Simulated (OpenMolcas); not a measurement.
**Cu⁴⁺ among point charges: CASSCF and CASPT2 levels and susceptibility**

How does a field of 6 point charges split the states of Cu⁴⁺, and what χT follows?

Program: OpenMolcas 26.06. Level of theory: state-averaged CASSCF and CASPT2, spin-orbit coupling by RASSI with atomic mean-field integrals. These are calculated values, not measurements, unless marked.

## 1. The system

- Species: Cu⁴⁺ (copper, Z = 29, 25 electrons)
- Basis: ANO-RCC-VDZP [5s4p2d1f], 34 functions
- Scalar Hamiltonian: DKH2, point nucleus
- Inactive shells: 1s 2s 2p 3s 3p
- Active space: 7 electrons in 5 orbitals (3d)
- Some configurations of this space: 3d⁷
- Orbitals: optimised for each spin and parity, averaged over all roots

Outer shells as boxes (Hund's rule):

3d7
```
3d [↑↓][↑↓][↑ ][↑ ][↑ ]
```

The ion sits among 6 point charges of -2 e arranged as a trigonal antiprism (D3d), 1.81 Å from the ion, with a polar angle of 47.6° against the regular 54.74°.

The work runs as a chain of OpenMolcas steps in one folder; each step below is one input file. Labels, J, g values, rates, χT and fits are worked out afterwards by a script from the matrices that RASSI stores. The input lists half of the charges; inversion (Group=XYZ) makes the rest.

## 2. Basis and integrals

File a.inp:

```
&GATEWAY
Coord
1

Cu 0.0 0.0 0.0
Basis=ANO-RCC-VDZP
Group=XYZ
NoMove
AngMom=0.0 0.0 0.0
AMFI
XField
3 Angstrom 0
0.000000 1.337030 1.220021 -2.000000
1.157902 -0.668515 1.220021 -2.000000
1.157902 0.668515 -1.220021 -2.000000
&SEWARD
```

Command:

```sh
$ OMP_NUM_THREADS=1 MOLCAS_MEM=1689 MOLCAS_PROJECT=a pymolcas a.inp > a.log
```

The log of the run:

```text
Basis set label: CU.ANO-RCC...5S4P2D1F.

      Electronic valence basis set:
      ------------------
      Associated Effective Charge  29.000000 au
      Associated Actual Charge     29.000000 au
      Nuclear Model: Point charge

      Shell  nPrim  nBasis  Cartesian Spherical Contaminant
         s      21       5        X
         p      15       4        X
         d      10       2                 X
         f       6       1                 X
                  Relativistic Douglas-Kroll-Hess integrals:
                    - DKH order of Hamiltonian: 2
                    - DKH order of Properties : 0
                  Atomic mean-field integrals
```

## 3. Reference wave functions, quartets of even parity, 10 roots

File a.inp:

```
&RASSCF
FileOrb=start.orb
Symmetry=1
Spin=4
nActEl=7 0 0
Inactive=3 6
Ras2=5 0
CIRoot=10 10 1
SDav=10
CIMx=300
Iter=120 100
PrWF=0.3
OrbListing=Nothing
MaxOrb=0
>>> COPY $Project.JobIph JOB001
```

start.orb holds the contracted functions of the basis, ordered by shell, or the orbitals of the step before.

The log of the run, shortened:

```text
[...]
      Number of active orbitals                  5
[...]
      Spin quantum number                      1.5
[...]
      Active orbitals                            5   0
[...]
      Number of CSFs                            10
      Number of root(s) required                10
[...]
      Convergence after  8 iterations
[...]
      Natural orbitals and occupation numbers for root  1
      sym 1:   1.959623   1.959623   1.040377   1.040377   1.000000
      Natural orbitals and occupation numbers for root  2
      sym 1:   1.016720   1.000000   1.983280   1.016720   1.983280
      Natural orbitals and occupation numbers for root  3
      sym 1:   1.983280   1.000000   1.983280   1.016720   1.016720
::    RASSCF root number  1 Total energy:  -1662.92420442
::    RASSCF root number  2 Total energy:  -1662.92168839
::    RASSCF root number  3 Total energy:  -1662.92168839
[...]
::    RASSCF root number  7 Total energy:  -1662.89823754
::    RASSCF root number  8 Total energy:  -1662.81875460
::    RASSCF root number  9 Total energy:  -1662.79360041
::    RASSCF root number 10 Total energy:  -1662.79360040
```

## 4. CASSCF: doublets of even parity, 40 roots

File a.inp:

```
&RASSCF
FileOrb=start.orb
Symmetry=1
Spin=2
nActEl=7 0 0
Inactive=3 6
Ras2=5 0
CIRoot=40 40 1
SDav=40
CIMx=300
Iter=120 100
PrWF=0.3
OrbListing=Nothing
MaxOrb=0
>>> COPY $Project.JobIph JOB002
```

The log of the run, shortened:

```text
[...]
      Number of active orbitals                  5
[...]
      Spin quantum number                      0.5
[...]
      Active orbitals                            5   0
[...]
      Number of CSFs                            40
      Number of root(s) required                40
[...]
      Convergence after  7 iterations
[...]
      Natural orbitals and occupation numbers for root  1
      sym 1:   1.733920   0.625814   1.805404   1.164960   1.669902
      Natural orbitals and occupation numbers for root  2
      sym 1:   1.676266   0.628808   1.738793   1.157691   1.798442
      Natural orbitals and occupation numbers for root  3
      sym 1:   1.575044   1.158969   1.531974   1.158969   1.575044
::    RASSCF root number  1 Total energy:  -1662.81272530
::    RASSCF root number  2 Total energy:  -1662.81272530
::    RASSCF root number  3 Total energy:  -1662.81039108
[...]
::    RASSCF root number 27 Total energy:  -1662.74519643
::    RASSCF root number 28 Total energy:  -1662.74488135
::    RASSCF root number 29 Total energy:  -1662.66039010
::    RASSCF root number 30 Total energy:  -1662.66039010
```

## 5. State interaction with spin-orbit coupling

File a.inp:

```
&RASSI
NrOfJobIphs=2 10 40
1 2 3 4 5 6 7 8 9 10
1 2 3 4 5 6 7 8 9 10 11 12 13 14 15 16 17 18 19 20 21 22 23 24 25 26 27
28 29 30 31 32 33 34 35 36 37 38 39 40
IphNames
JOB001
JOB002
EJob
SpinOrbit
DIPRint=1.0
SOCoupling=1000.0
Subsets=2
Property=9
'ANGMOM' 1 'ANGMOM' 2 'ANGMOM' 3 'MLTPL  1' 1 'MLTPL  1' 2 'MLTPL  1' 3
'AMFI' 1 'AMFI' 2 'AMFI' 3
SOProperty=3
'ANGMOM' 1 'ANGMOM' 2 'ANGMOM' 3
```

The log of the run:

```text
SPIN-FREE ENERGIES:
  (Shifted by EMIN (a.u.) =      -1662.9242044152)

 SF State       Relative EMIN(au)   Rel lowest level(eV)    D:o, cm**(-1)      L_eff

     1             0.0000000000        0.0000000000              0.0000         3.0
     2             0.0025160207        0.0684644111            552.2027         3.0
     3             0.0025160207        0.0684644111            552.2027         3.0
     4             0.0078619260        0.2139339044           1725.4933         3.0
     5             0.0163684666        0.4454086667           3592.4632         3.0
     6             0.0163684675        0.4454086904           3592.4634         3.0
     7             0.0259668768        0.7065947153           5699.0707         2.9
     8             0.1054498137        2.8694356097          23143.5590         1.2
    11             0.1114791123        3.0335011830          24466.8371         4.0
    12             0.1114791132        3.0335012068          24466.8373         4.0
    13             0.1138133303        3.0970184905          24979.1387         4.0
    14             0.1166590066        3.1744532877          25603.6925         4.0
    15             0.1166590066        3.1744532877          25603.6925         4.0
    16             0.1180221910        3.2115474241          25902.8769         4.2
    17             0.1200405707        3.2664703355          26345.8600         4.1
    18             0.1200405707        3.2664703355          26345.8600         4.1
    19             0.1224211478        3.3312491382          26868.3363         4.0
     9             0.1306040096        3.5539161515          28664.2669         1.0
    10             0.1306040108        3.5539161838          28664.2671         1.0
    20             0.1417835808        3.8581277816          31117.8991         4.7
    21             0.1423034563        3.8722743123          31231.9986         4.2
    22             0.1423034563        3.8722743123          31231.9986         4.2
    23             0.1445131139        3.9324021612          31716.9624         4.5
    24             0.1445131157        3.9324022097          31716.9628         4.5
    25             0.1516423599        4.1263988260          33281.6510         3.4
    26             0.1516423599        4.1263988260          33281.6510         3.4
    27             0.1549504029        4.2164152626          34007.6826         3.9
    28             0.1568670623        4.2685702219          34428.3407         4.9
    29             0.1631185693        4.4386823922          35800.3879         2.7
    30             0.1631185693        4.4386823922          35800.3879         2.7
    31             0.1632431426        4.4420722046          35827.7285         3.2
    32             0.1725648455        4.6957286647          37873.6059         4.6
    33             0.1725648455        4.6957286647          37873.6059         4.6
    34             0.1761776135        4.7940370899          38666.5168         4.6
    35             0.1761776147        4.7940371204          38666.5170         4.6
    36             0.1790079793        4.8710552660          39287.7103         2.7
    37             0.1790079803        4.8710552921          39287.7105         2.7
    38             0.1793230695        4.8796293060          39356.8646         2.3
    39             0.2638143187        7.1787533234          57900.5503         3.0
    40             0.2638143187        7.1787533234          57900.5503         3.0
Eigenvalues of complex Hamiltonian:
   -----------------------------------
  (Shifted by EMIN (a.u.) =      -1662.9242044152)

 SO State       Relative EMIN(au)   Rel lowest level(eV)    D:o, cm**(-1)     J-value

     1            -0.0052429921        0.0000000000              0.0000         3.3
     2            -0.0052429921        0.0000000000              0.0000         3.3
     3            -0.0042507020        0.0270015885            217.7825         2.4
     4            -0.0042507020        0.0270015885            217.7825         2.4
     5            -0.0024928277        0.0748357847            603.5913         3.4
     6            -0.0024928277        0.0748357847            603.5913         3.4
     7             0.0008922541        0.1669485541           1346.5309         3.5
     8             0.0008922541        0.1669485541           1346.5309         3.5
     9             0.0016889980        0.1886290591           1521.3960         2.6
    10             0.0016889980        0.1886290591           1521.3960         2.6
    11             0.0049127417        0.2763515927           2228.9259         3.0
    12             0.0049127417        0.2763515927           2228.9259         3.0
    13             0.0090675097        0.3894085904           3140.7921         2.0
    14             0.0090675097        0.3894085904           3140.7921         2.0
    15             0.0103914376        0.4254345041           3431.3607         2.2
    16             0.0103914376        0.4254345041           3431.3607         2.2
    17             0.0146930681        0.5424878319           4375.4594         3.3
    18             0.0146930681        0.5424878319           4375.4594         3.3
    19             0.0162891287        0.5859188541           4725.7543         2.6
    20             0.0162891287        0.5859188541           4725.7543         2.6
    21             0.0163560606        0.5877401635           4740.4441         2.7
    22             0.0163560606        0.5877401635           4740.4441         2.7
    23             0.0183479132        0.6419412354           5177.6052         2.9
    24             0.0183479132        0.6419412354           5177.6052         2.9
    25             0.0278662053        0.9009471564           7266.6289         2.2
    26             0.0278662053        0.9009471564           7266.6289         2.2
    27             0.0291111978        0.9348251286           7539.8731         2.0
    28             0.0291111978        0.9348251286           7539.8731         2.0
    29             0.1040337781        2.9735723991          23983.4788         1.7
    30             0.1040337781        2.9735723991          23983.4788         1.7
    31             0.1044786420        2.9856777635          24081.1152         2.2
    32             0.1044786420        2.9856777635          24081.1152         2.2
    33             0.1071211641        3.0575844525          24661.0817         4.2
    34             0.1071211641        3.0575844525          24661.0817         4.2
    35             0.1102440293        3.1425619436          25346.4714         4.0
    36             0.1102440293        3.1425619436          25346.4714         4.0
    37             0.1136895913        3.2363204615          26102.6849         3.9
    38             0.1136895913        3.2363204615          26102.6849         3.9
    39             0.1142591180        3.2518180739          26227.6816         2.7
    40             0.1142591180        3.2518180739          26227.6816         2.7
    41             0.1170335597        3.3273144786          26836.6011         3.3
Weights of the five most important spin-orbit-free states for each spin-orbit state.

 SO State  Total energy (au)           Spin-free states, spin, and weights
 -------------------------------------------------------------------------------------------------------
    1        -0.005243       1 1.5  0.4098    2 1.5  0.2738    3 1.5  0.2738    4 1.5  0.0300    5 1.5  0.0045
    2        -0.005243       1 1.5  0.4098    2 1.5  0.2738    3 1.5  0.2738    4 1.5  0.0300    5 1.5  0.0045
    3        -0.004251       1 1.5  0.7485    4 1.5  0.1815    3 1.5  0.0235    2 1.5  0.0235    6 1.5  0.0088
    4        -0.004251       1 1.5  0.7485    4 1.5  0.1815    3 1.5  0.0235    2 1.5  0.0235    6 1.5  0.0088
    5        -0.002493       2 1.5  0.4041    3 1.5  0.4041    4 1.5  0.0792    1 1.5  0.0585    5 1.5  0.0251
    6        -0.002493       2 1.5  0.4041    3 1.5  0.4041    4 1.5  0.0792    1 1.5  0.0585    5 1.5  0.0251
    7         0.000892       3 1.5  0.3707    2 1.5  0.3707    4 1.5  0.1418    5 1.5  0.0482    6 1.5  0.0482
    8         0.000892       3 1.5  0.3707    2 1.5  0.3707    4 1.5  0.1418    5 1.5  0.0482    6 1.5  0.0482
    9         0.001689       1 1.5  0.3872    2 1.5  0.2335    3 1.5  0.2335    6 1.5  0.0517    5 1.5  0.0517
   10         0.001689       1 1.5  0.3872    2 1.5  0.2335    3 1.5  0.2335    6 1.5  0.0517    5 1.5  0.0517
   11         0.004913       3 1.5  0.4068    2 1.5  0.4068    1 1.5  0.0607    5 1.5  0.0424    6 1.5  0.0424
   12         0.004913       3 1.5  0.4068    2 1.5  0.4068    1 1.5  0.0607    5 1.5  0.0424    6 1.5  0.0424
```

These steps: 15 s of run time, 1 thread, shared host.

States without spin-orbit coupling:

```csv
state,degeneracy,E (cm-1),free-ion L (%)
4A2,1,0,F (98)
4E,2,552,F (100)
4A1,1,1725,F (100)
4E,2,3592,F (99)
4A2,1,5699,F (96)
4A2,1,23144,P (94)
2E,2,24467,G (83)
2A1,1,24979,G (97)
2E,2,25604,G (95)
2A2,1,25903,G (82)
2E,2,26346,G (92)
2A1,1,26868,G (98)
4E,2,28664,P (99)
2A2,1,31118,H (80)
2E,2,31232,H (63)
2E,2,31717,H (77)
2E,2,33282,P (45)
2A2,1,34008,H (60)
2A1,1,34428,H (93)
2E,2,35800,D (81)
2A2,1,35828,P (58)
2E,2,37874,H (78)
2E,2,38667,H (84)
2E,2,39288,D (63)
```

With spin-orbit coupling:

```csv
E (cm-1),Degeneracy,Label,2S+1,g
0.0,2,E1/2,4,4.12 4.12 6.08
217.8,2,E3/2,4,0.00 0.00 9.51
603.6,2,E1/2,4,1.55 3.36 3.36
1347,2,E3/2,4,0.00 0.00 2.02
1521,2,E1/2,4,2.72 3.12 3.12
2229,2,E1/2,4,0.22 0.22 1.10
3141,2,E1/2,4,0.21 2.95 2.95
3431,2,E3/2,4,0.00 0.00 2.66
4375,2,E1/2,4,2.49 2.96 2.96
4726,2,E1/2,4,0.43 0.43 3.36
4740,2,E3/2,4,0.00 0.00 2.95
5178,2,E1/2,4,1.86 1.91 1.91
7267,2,E3/2,4,0.00 0.00 4.44
7540,2,E1/2,4,1.63 1.83 1.83
23983,2,E3/2,4,0.00 0.00 5.92
24081,2,E1/2,4,1.98 4.14 4.14
24661,2,E1/2,2,0.00 4.40 4.40
25346,2,E3/2,2,0.00 0.00 2.34
26103,2,E1/2,2,1.79 2.33 2.33
26228,2,E3/2,2,0.00 0.00 5.90
26837,2,E1/2,2,0.03 0.03 4.42
26960,2,E1/2,2,0.64 0.67 0.67
27391,2,E3/2,2,0.00 0.00 2.92
28161,2,E1/2,2,2.16 2.16 2.82
```

The table of states holds 24 of 33 computed; the rest, higher up, is left out. Principal g values are given for doublets only; a zero marks a field direction without first-order Zeeman splitting.

Powder χT (cm³ K/mol): 2.24 at 2 K, 2.28 at 5 K, 2.33 at 10 K, 2.45 at 20 K, 2.80 at 50 K, 3.34 at 100 K, 3.74 at 150 K, 4.00 at 200 K, 4.19 at 250 K, 4.32 at 300 K.

## 6. CASPT2: IPEA 0.25, imaginary shift 0.1 (closed shells correlated: 3s 3p)

File a.inp:

```
>>> COPY JOB001 $Project.JobIph
&CASPT2
Multistate=10 1 2 3 4 5 6 7 8 9 10
NoMult
Frozen=2 3
IPEA=0.25
Imaginary=0.1
MaxIter=60
WThr=0.0 0.3 0.05
PrWF=0.5
NoMix
>>> COPY JOB002 $Project.JobIph
&CASPT2
Multistate=40 1 2 3 4 5 6 7 8 9 10 11 12 13 14 15 16 17 18 19 20 21 22
23 24 25 26 27 28 29 30 31 32 33 34 35 36 37 38 39 40
NoMult
Frozen=2 3
IPEA=0.25
Imaginary=0.1
MaxIter=60
WThr=0.0 0.3 0.05
PrWF=0.5
NoMix
```

Command:

```sh
$ OMP_NUM_THREADS=1 MOLCAS_MEM=1689 MOLCAS_PROJECT=a pymolcas a.inp > a.log
```

The log of the run, shortened:

```text
[...]
      Active orbitals                            5   0
[...]
      E2 (Variational):          -0.3328406131
      Total energy:           -1663.2570450283
[...]
::    CASPT2 Root  1     Total energy:  -1663.25704503
::    CASPT2 Root  2     Total energy:  -1663.25397767
[...]
::    CASPT2 Root 27     Total energy:  -1663.09261869
::    CASPT2 Root 28     Total energy:  -1663.09431219
::    CASPT2 Root 29     Total energy:  -1663.01519779
::    CASPT2 Root 30     Total energy:  -1663.01524895
```

This run took 5.3 s in all on 1 thread, shared host.

SS-CASPT2: lowest energy less the reference's lowest, -0.3328 hartree; reference weights 0.957 to 0.964.

Spin-free states, with their symmetry labels:

```csv
state,degeneracy,E (cm-1),free-ion L (%)
4A2,1,0,F (98)
4E,2,677,F (100)
4A1,1,1338,F (100)
4E,2,3339,F (99)
4A2,1,6361,F (96)
4A2,1,20275,P (94)
2E,2,22788,G (83)
2A1,1,23011,G (97)
2E,2,23717,G (95)
2A2,1,24282,G (82)
2E,2,24531,G (92)
2A1,1,25101,G (98)
4E,2,26175,P (99)
2E,2,29017,H (63)
2E,2,29650,H (77)
2E,2,29789,P (45)
2A2,1,29856,H (80)
2A2,1,31004,H (60)
2A2,1,32136,P (58)
2E,2,32528,D (81)
2A1,1,32934,H (93)
2A1,1,35716,D (93)
2E,2,36093,D (63)
2E,2,36941,H (78)
```

With spin-orbit coupling:

```tsv
E (cm-1)	Degeneracy	Label	2S+1	g
0	2	E1/2	4	4.04 4.04 6.17
89	2	E3/2	4	0.00 0.00 10.06
600	2	E1/2	4	1.90 3.47 3.47
1310	2	E3/2	4	0.00 0.00 2.04
1490	2	E1/2	4	3.16 3.16 3.38
2240	2	E1/2	4	0.37 0.37 0.67
2810	2	E1/2	4	0.84 2.73 2.73
3180	2	E3/2	4	0.00 0.00 1.84
4190	2	E1/2	4	2.03 2.03 4.29
4540	2	E1/2	4	0.71 0.71 0.99
4560	2	E3/2	4	0.00 0.00 3.05
4910	2	E1/2	4	1.45 1.57 1.57
7760	2	E3/2	4	0.00 0.00 4.74
7970	2	E1/2	4	1.67 2.22 2.22
21080	2	E3/2	4	0.00 0.00 5.94
21170	2	E1/2	4	1.98 4.13 4.13
22850	2	E1/2	2	0.26 4.65 4.65
23550	2	E3/2	2	0.00 0.00 2.12
24230	2	E1/2	2	1.72 1.72 2.82
24370	2	E3/2	2	0.00 0.00 6.03
24990	2	E1/2	2	0.85 3.08 3.08
25120	2	E1/2	2	1.59 1.59 5.12
25520	2	E3/2	2	0.00 0.00 3.00
26290	2	E1/2	2	1.41 1.41 3.39
```

Powder χT (cm³ K/mol): 2.26 at 2 K, 2.33 at 5 K, 2.44 at 10 K, 2.67 at 20 K, 3.28 at 50 K, 3.83 at 100 K, 4.10 at 150 K, 4.27 at 200 K, 4.40 at 250 K, 4.49 at 300 K.

## 7. The methods side by side

A. CASSCF
B. SS-CASPT2, IPEA 0.25, imaginary shift 0.1 (closed shells correlated: 3s 3p)

```
method  ground state  first state of that spin (cm-1)  first gap with spin-orbit (cm-1)  χT at 300 K
     A           4A2                         4E 552.2                             217.8         4.32
     B           4A2                         4E 677.5                              89.4         4.49
```

## 8. Results

| quantity | value |
| --- | --- |
| method | SS-CASPT2, IPEA 0.25, imaginary shift 0.1 (closed shells correlated: 3s 3p) |
| spin-free ground state | 4A2, 1-fold in its orbital part |
| first state of the same spin within the active space | 4E at 677 cm⁻¹ |
| lowest level | 2-fold E1/2, g = 4.04, 4.04, 6.17 |
| next level | 89.4 cm⁻¹ |
| χT at 300 K | 4.49 cm³ K/mol |
| effective moment at 300 K | 5.99 μB |

Cost by method:

```csv
method,time of its own steps,time with the reference
A. CASSCF,15 s,15 s
"B. SS-CASPT2, IPEA 0.25, imaginary shift 0.1, +3s 3p",5.3 s,21 s
```

Times are of one thread on a shared host.

**Reading.** The spin-free ground state (4A2) comes to 98 % from free-ion F terms and keeps the highest spin of the shell. χT at 300 K is 4.49, against 1.88 cm³ K/mol for the spin alone, so orbital moment adds to it. An active space of the d shell alone favours high spin; real ions in strong fields can be low spin. CASPT2 does not keep the components of a term degenerate, and the means are used. The field of point charges can differ much from that of real complexes. With metal d orbitals alone active, the gaps between spin states are rough; where two lie within a few thousand cm-1, their order is open. This is an electrostatic model: the charges have no orbitals.
